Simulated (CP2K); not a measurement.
# SF6 (sulfur hexafluoride): a chain of runs

Wanted: energy and forces (PBE/DZVP-MOLOPT-SR-GTH), then energy and gradient (PBE/DZVP-MOLOPT-SR-GTH), then energy and gradient (PBE/DZVP-MOLOPT-SR-GTH), then energy and forces (PBE/DZVP-MOLOPT-SR-GTH) of SF6 (sulfur hexafluoride). The setting varied is the cutoff. 

The results are computed with CP2K 2026.2.

4 further runs of the same task are left out: 4 set aside as unsound or not needed.

### Step 1. The structure to begin with

SF6: 7 atoms, total charge 0, spin state singlet. As SMILES, `FS(F)(F)(F)(F)F`. The coordinates come from a GFN2-xTB relaxation.

Bond lengths: F1–S2 1.591 Å, S2–F3 1.590 Å, S2–F4 1.590 Å, S2–F5 1.590 Å, S2–F6 1.590 Å, S2–F7 1.590 Å. Some angles: F1–S2–F3 90.0°, F1–S2–F4 90.0°, F1–S2–F5 180.0°, F1–S2–F6 90.0°, F1–S2–F7 90.0°, F3–S2–F4 180.0°, F3–S2–F5 90.0°, F3–S2–F6 90.0°, F3–S2–F7 90.0°, F4–S2–F5 90.0°.

### Step 2. Energy and gradient at PBE/DZVP-MOLOPT-SR-GTH (core potential) (run 5)

The input, mol.inp:

```
&GLOBAL
    PROJECT mol
    RUN_TYPE ENERGY_FORCE
    PRINT_LEVEL MEDIUM
&END GLOBAL

&FORCE_EVAL
    METHOD QUICKSTEP
    &DFT
        BASIS_SET_FILE_NAME BASIS_MOLOPT
        POTENTIAL_FILE_NAME GTH_POTENTIALS
        CHARGE 0
        MULTIPLICITY 1
        &QS
            METHOD GPW
            EPS_DEFAULT 1.0E-10
        &END QS
        &MGRID
            CUTOFF 350
            REL_CUTOFF 50
            NGRIDS 4
        &END MGRID
        &POISSON
            PERIODIC NONE
            POISSON_SOLVER MULTIPOLE
        &END POISSON
        &SCF
            SCF_GUESS ATOMIC
            EPS_SCF 1.0E-06
            MAX_SCF 30
            &OT ON
                MINIMIZER DIIS
                PRECONDITIONER FULL_ALL
            &END OT
            &OUTER_SCF
                EPS_SCF 1.0E-06
                MAX_SCF 5
            &END OUTER_SCF
        &END SCF
        &XC
            &XC_FUNCTIONAL
                &GGA_X_PBE
                &END GGA_X_PBE
                &GGA_C_PBE
                &END GGA_C_PBE
            &END XC_FUNCTIONAL
        &END XC
        &PRINT
            &MOMENTS
                PERIODIC F
                REFERENCE COM
                MAX_MOMENT 1
            &END MOMENTS
            &MO_CUBES
                NLUMO 5
                NHOMO -1
                WRITE_CUBE F
            &END MO_CUBES
            &HIRSHFELD OFF
            &END HIRSHFELD
        &END PRINT
    &END DFT
    &SUBSYS
        &CELL
            ABC [angstrom] 9.4 9.7 9.1
            PERIODIC NONE
        &END CELL
        &COORD
            F     -0.575340    -1.329720     0.656500
            S     -0.000020     0.000060     0.000020
            F      1.183370     0.012840     1.061880
            F     -1.182600    -0.012690    -1.062560
            F      0.574230     1.329720    -0.655870
            F     -0.892920     0.873020     0.984420
            F      0.893280    -0.873220    -0.984390
        &END COORD
        &TOPOLOGY
            &CENTER_COORDINATES
            &END CENTER_COORDINATES
        &END TOPOLOGY
        &KIND F
            BASIS_SET DZVP-MOLOPT-SR-GTH-q7
            POTENTIAL GTH-PBE-q7
        &END KIND
        &KIND S
            BASIS_SET DZVP-MOLOPT-SR-GTH-q6
            POTENTIAL GTH-PBE-q6
        &END KIND
    &END SUBSYS
    &PRINT
        &FORCES ON
        &END FORCES
    &END PRINT
&END FORCE_EVAL
```

Command:

```console
$ OMP_NUM_THREADS=2 cp2k.psmp -i mol.inp -o mol.out
```

Log, cut to the lines that bear on the results:

```text
CP2K| version string:                                       CP2K version 2026.2
[...]
 GLOBAL| Method name                                                        CP2K
[...]
 GLOBAL| Run type                                                   ENERGY_FORCE
[...]
 DFT| Spin restricted Kohn-Sham (RKS) calculation                            RKS
 DFT| Multiplicity                                                             1
[...]
 DFT| Charge                                                                   0
[...]
 FUNCTIONAL| GGA_X_PBE:
[...]
 FUNCTIONAL| GGA_C_PBE:
[...]
 QS| Method:                                                                 GPW
[...]
 QS| Density cutoff [a.u.]:                                                175.0
[...]
 QS| Relative density cutoff [a.u.]:                                        25.0
[...]
                             - Atoms:                                          7
[...]
                             - Spherical basis functions:                     91
[...]
 Number of electrons:                                                         48
[...]
     1 OT DIIS     0.15E+00    0.4     0.11823018      -152.8432296016 -1.53E+02
[...]
     2 OT DIIS     0.15E+00    0.4     0.00000069      -155.6125771599 -1.86E-10
  *** SCF run converged in     2 steps ***
[...]
  Overlap energy of the core charge distribution:               0.00000001592911
  Self energy of the core charge distribution:               -410.05414991479523
  Core Hamiltonian energy:                                    114.79930830875492
  Hartree energy:                                             170.08008406780695
  Exchange-correlation energy:                                -30.43781963757183
  Total energy:                                              -155.61257715987608
[...]
                     Mulliken Population Analysis
 #  Atom  Element  Kind  Atomic population                           Net charge
       1     F        1          7.156756                             -0.156756
       2     S        2          5.061165                              0.938835
       3     F        1          7.156179                             -0.156179
       4     F        1          7.156113                             -0.156113
       5     F        1          7.156349                             -0.156349
       6     F        1          7.156591                             -0.156591
       7     F        1          7.156847                             -0.156847
 # Total charge                             48.000000                 -0.000000
[...]
  Dipole moment [Debye]
    X= -0.4317056E-03 Y=  0.3003345E-02 Z= -0.1230662E-03  Total=      0.0030367
[...]
 WARNING : did not converge in ot_eigensolver
 number of iterations          299  exceeded maximum
 current gradient / target gradient   1.3779101705701965E-005  /    1.0000000000000001E-005
[...]
 HOMO - LUMO gap [eV] :    6.663671
[...]
 ENERGY| Total FORCE_EVAL ( QS ) energy [hartree]           -155.612577159924456
 FORCES| Atomic forces [hartree/bohr]
 FORCES|   Atom     x               y               z               |f|
 FORCES|      1 -6.27352776E-03 -1.06314650E-02  4.27938031E-03   1.30651558E-02
 FORCES|      2  3.21737658E-05 -2.81282939E-04  1.98895548E-05   2.83814794E-04
 FORCES|      3  9.13937808E-03  5.16374510E-04  8.83665085E-03   1.27232571E-02
 FORCES|      4 -9.31920443E-03 -6.15539434E-04 -8.78072363E-03   1.28190315E-02
 FORCES|      5  6.29150471E-03  1.09343143E-02 -4.38870143E-03   1.33567571E-02
 FORCES|      6 -4.95797760E-03  7.97082889E-03  1.00926775E-02   1.37832433E-02
 FORCES|      7  4.89779273E-03 -7.84780856E-03 -9.96420321E-03   1.35963899E-02
 FORCES| Sum    -1.89860508E-04  4.54217143E-05  9.49699820E-05
 FORCES| Total atomic force                                       2.17093164E-04
[...]
```

Wall time 17 s (2 threads of Arm Neoverse V1, shared host); peak memory 0.64 GiB.

### Step 3. Energy and gradient at PBE/DZVP-MOLOPT-SR-GTH (core potential) (run 6)

The input, gas.inp:

```
&GLOBAL
    PROJECT gas
    RUN_TYPE ENERGY_FORCE
    PRINT_LEVEL MEDIUM
&END GLOBAL
&FORCE_EVAL
    METHOD QS
    &DFT
        BASIS_SET_FILE_NAME BASIS_MOLOPT
        POTENTIAL_FILE_NAME GTH_POTENTIALS
        # Quickstep
        &QS
            METHOD GPW
            EPS_DEFAULT 1.0E-10
        &END QS
        &MGRID
            CUTOFF 450
            REL_CUTOFF 50
            NGRIDS 4
        &END MGRID
        # no periodic images
        &POISSON
            PERIODIC NONE
            POISSON_SOLVER MULTIPOLE
        &END POISSON
        &SCF
            SCF_GUESS ATOMIC
            EPS_SCF 1.0E-06
            MAX_SCF 30
            &OT
                MINIMIZER DIIS
                PRECONDITIONER FULL_ALL
            &END OT
            &OUTER_SCF
                EPS_SCF 1.0E-06
                MAX_SCF 5
            &END OUTER_SCF
        &END SCF
        &XC
            &XC_FUNCTIONAL
                &GGA_X_PBE
                &END GGA_X_PBE
                &GGA_C_PBE
                &END GGA_C_PBE
            &END XC_FUNCTIONAL
        &END XC
        &PRINT
            &MOMENTS
                PERIODIC F
                REFERENCE COM
                MAX_MOMENT 1
            &END MOMENTS
            &MO_CUBES
                NLUMO 5
                NHOMO -1
                WRITE_CUBE F
            &END MO_CUBES
            &HIRSHFELD OFF
            &END HIRSHFELD
        &END PRINT
    &END DFT
    # atoms, cell and kinds
    &SUBSYS
        # box in angstrom
        &CELL
            ABC 9.4 9.7 9.1
            PERIODIC NONE
        &END CELL
        &COORD
            F     -0.575340    -1.329720     0.656500
            S     -0.000020     0.000060     0.000020
            F      1.183370     0.012840     1.061880
            F     -1.182600    -0.012690    -1.062560
            F      0.574230     1.329720    -0.655870
            F     -0.892920     0.873020     0.984420
            F      0.893280    -0.873220    -0.984390
        &END COORD
        &TOPOLOGY
            &CENTER_COORDINATES
            &END CENTER_COORDINATES
        &END TOPOLOGY
        &KIND F
            BASIS_SET DZVP-MOLOPT-SR-GTH-q7
            POTENTIAL GTH-PBE-q7
        &END KIND
        &KIND S
            BASIS_SET DZVP-MOLOPT-SR-GTH-q6
            POTENTIAL GTH-PBE-q6
        &END KIND
    &END SUBSYS
    # extra output
    &PRINT
        &FORCES ON
        &END FORCES
    &END PRINT
&END FORCE_EVAL
```

Command:

```console
$ OMP_NUM_THREADS=2 cp2k.psmp gas.inp > gas.out
```

Log, cut to the lines that bear on the results:

```text
CP2K| version string:                                       CP2K version 2026.2
[...]
 GLOBAL| Method name                                                        CP2K
[...]
 GLOBAL| Run type                                                   ENERGY_FORCE
[...]
 DFT| Spin restricted Kohn-Sham (RKS) calculation                            RKS
 DFT| Multiplicity                                                             1
[...]
 DFT| Charge                                                                   0
[...]
 FUNCTIONAL| GGA_X_PBE:
[...]
 FUNCTIONAL| GGA_C_PBE:
[...]
 QS| Method:                                                                 GPW
[...]
 QS| Density cutoff [a.u.]:                                                225.0
[...]
 QS| Relative density cutoff [a.u.]:                                        25.0
[...]
                             - Atoms:                                          7
[...]
                             - Spherical basis functions:                     91
[...]
 Number of electrons:                                                         48
[...]
     1 OT DIIS     0.15E+00    0.5     0.11822176      -152.8428378042 -1.53E+02
[...]
     2 OT DIIS     0.15E+00    0.6     0.00000069      -155.6119736318 -1.85E-10
  *** SCF run converged in     2 steps ***
[...]
  Overlap energy of the core charge distribution:               0.00000001592911
  Self energy of the core charge distribution:               -410.05414991479523
  Core Hamiltonian energy:                                    114.79974205861684
  Hartree energy:                                             170.07990786475722
  Exchange-correlation energy:                                -30.43747365627659
  Total energy:                                              -155.61197363176862
[...]
  Dipole moment [Debye]
    X= -0.4022978E-03 Y=  0.2957976E-02 Z= -0.1136654E-03  Total=      0.0029874
[...]
 WARNING : did not converge in ot_eigensolver
 number of iterations          299  exceeded maximum
 current gradient / target gradient   1.6739424019537052E-005  /    1.0000000000000001E-005
[...]
 HOMO - LUMO gap [eV] :    6.660900
[...]
 ENERGY| Total FORCE_EVAL ( QS ) energy [hartree]           -155.611973631817108
[...]
```

Run time: 20 s. Hardware: 2 threads of Arm Neoverse V1, shared host; peak memory 0.79 GiB.

Run 7 isn't shown in full; the table further down has it.

### Step 4. Energy and forces at PBE/DZVP-MOLOPT-SR-GTH (core potential) (run 8)

The input, calc.inp:

```
&GLOBAL
  PROJECT calc
  RUN_TYPE ENERGY_FORCE
  PRINT_LEVEL MEDIUM
&END GLOBAL
&FORCE_EVAL
  METHOD QS
  &DFT
    BASIS_SET_FILE_NAME BASIS_MOLOPT
    POTENTIAL_FILE_NAME GTH_POTENTIALS
    &QS
      METHOD GPW
      EPS_DEFAULT 1.0E-10
    &END QS
    &MGRID
      CUTOFF 800
      REL_CUTOFF 50
      NGRIDS 4
    &END MGRID
    &POISSON
      PERIODIC NONE
      POISSON_SOLVER MULTIPOLE
    &END POISSON
    &SCF
      SCF_GUESS ATOMIC
      EPS_SCF 1.0E-06
      MAX_SCF 30
      &OT
        MINIMIZER DIIS
        PRECONDITIONER FULL_ALL
      &END OT
      &OUTER_SCF
        EPS_SCF 1.0E-06
        MAX_SCF 5
      &END OUTER_SCF
    &END SCF
    &XC
      &XC_FUNCTIONAL
        &GGA_X_PBE
        &END GGA_X_PBE
        &GGA_C_PBE
        &END GGA_C_PBE
      &END XC_FUNCTIONAL
    &END XC
    &PRINT
      &MOMENTS
        PERIODIC F
        REFERENCE COM
        MAX_MOMENT 1
      &END MOMENTS
      &MO_CUBES
        NLUMO 5
        NHOMO -1
        WRITE_CUBE F
      &END MO_CUBES
      &HIRSHFELD OFF
      &END HIRSHFELD
    &END PRINT
  &END DFT
  &SUBSYS
    &CELL
      ABC 9.4 9.7 9.1
      PERIODIC NONE
    &END CELL
    &COORD
      F     -0.575340    -1.329720     0.656500
      S     -0.000020     0.000060     0.000020
      F      1.183370     0.012840     1.061880
      F     -1.182600    -0.012690    -1.062560
      F      0.574230     1.329720    -0.655870
      F     -0.892920     0.873020     0.984420
      F      0.893280    -0.873220    -0.984390
    &END COORD
    &TOPOLOGY
      &CENTER_COORDINATES
      &END CENTER_COORDINATES
    &END TOPOLOGY
    &KIND F
      BASIS_SET DZVP-MOLOPT-SR-GTH-q7
      POTENTIAL GTH-PBE-q7
    &END KIND
    &KIND S
      BASIS_SET DZVP-MOLOPT-SR-GTH-q6
      POTENTIAL GTH-PBE-q6
    &END KIND
  &END SUBSYS
  &PRINT
    &FORCES ON
    &END FORCES
  &END PRINT
&END FORCE_EVAL
```

Command:

```console
$ OMP_NUM_THREADS=2 cp2k.psmp calc.inp > calc.out
```

Log, cut to the lines that bear on the results:

```text
CP2K| version string:                                       CP2K version 2026.2
[...]
 GLOBAL| Method name                                                        CP2K
[...]
 GLOBAL| Run type                                                   ENERGY_FORCE
[...]
 DFT| Spin restricted Kohn-Sham (RKS) calculation                            RKS
 DFT| Multiplicity                                                             1
[...]
 DFT| Charge                                                                   0
[...]
 FUNCTIONAL| GGA_X_PBE:
[...]
 FUNCTIONAL| GGA_C_PBE:
[...]
 QS| Method:                                                                 GPW
[...]
 QS| Density cutoff [a.u.]:                                                400.0
[...]
 QS| Relative density cutoff [a.u.]:                                        25.0
[...]
                             - Atoms:                                          7
[...]
                             - Spherical basis functions:                     91
[...]
 Number of electrons:                                                         48
[...]
     1 OT DIIS     0.15E+00    1.4     0.11823398      -152.8422624771 -1.53E+02
[...]
     2 OT DIIS     0.15E+00    1.5     0.00000068      -155.6116167260 -1.86E-10
  *** SCF run converged in     2 steps ***
[...]
  Overlap energy of the core charge distribution:               0.00000001592911
  Self energy of the core charge distribution:               -410.05414991479523
  Core Hamiltonian energy:                                    114.80023611803696
  Hartree energy:                                             170.07952802017840
  Exchange-correlation energy:                                -30.43723096534308
  Total energy:                                              -155.61161672599385
[...]
  Dipole moment [Debye]
    X= -0.3902691E-03 Y=  0.2961165E-02 Z= -0.8804103E-04  Total=      0.0029881
[...]
 HOMO - LUMO gap [eV] :    6.663313
[...]
 ENERGY| Total FORCE_EVAL ( QS ) energy [hartree]           -155.611616726042683
[...]
```

Run time: 53 s. Hardware: 2 threads of Arm Neoverse V1, shared host; peak memory 1.8 GiB.

### Step 5. Overview of the runs

```
run  cutoff  energy (Eh)  dipole moment (D)  HOMO energy (eV)  LUMO energy (eV)  wall time
  5     350  -155.612577               0.00            -10.18             -3.52       17 s
  6     450  -155.611974               0.00            -10.18             -3.52       20 s
  7     600  -155.612114               0.00            -10.18             -3.51       34 s
  8     800  -155.611617               0.00            -10.18             -3.51       53 s
```

Convergence of the total energy of singlet SF6 with the cutoff, against the last point:

```
cutoff  from the last (mEh)  wall time
350 Ry               -0.960       17 s
450 Ry               -0.357       20 s
600 Ry               -0.497       34 s
800 Ry               +0.000       53 s
```

Convergence of the HOMO energy of singlet SF6 with the cutoff, against the last point:

```
cutoff  from the last (eV)  wall time
350 Ry             -0.0028       17 s
450 Ry             +0.0000       20 s
600 Ry             -0.0002       34 s
800 Ry             +0.0000       53 s
```

### Step 6. Outcome

| quantity | value |
| --- | --- |
| run 8, PBE/DZVP-MOLOPT-SR-GTH: total energy | -155.61162 Eh |
| run 8, PBE/DZVP-MOLOPT-SR-GTH: dipole moment | 0.00 D |
| run 8, PBE/DZVP-MOLOPT-SR-GTH: HOMO energy | -10.18 eV |
| run 8, PBE/DZVP-MOLOPT-SR-GTH: LUMO energy | -3.51 eV |
| run 8, PBE/DZVP-MOLOPT-SR-GTH: HOMO–LUMO gap | 6.66 eV |
| run 8, PBE/DZVP-MOLOPT-SR-GTH: largest force on an atom | 0.731 eV/Å |

What this shows: For the total energy of singlet SF6 to stay within 0.5 mEh of the last point, 450 Ry is the first point of the series from which all later ones do (20 s against 53 s). For the HOMO energy of singlet SF6 to stay within 0.001 eV of the last point, 450 Ry is the first point of the series from which all later ones do (20 s against 53 s). Over the runs the total energy spans 0.026 eV. All runs together took 2.1 min, the longest 53 s.
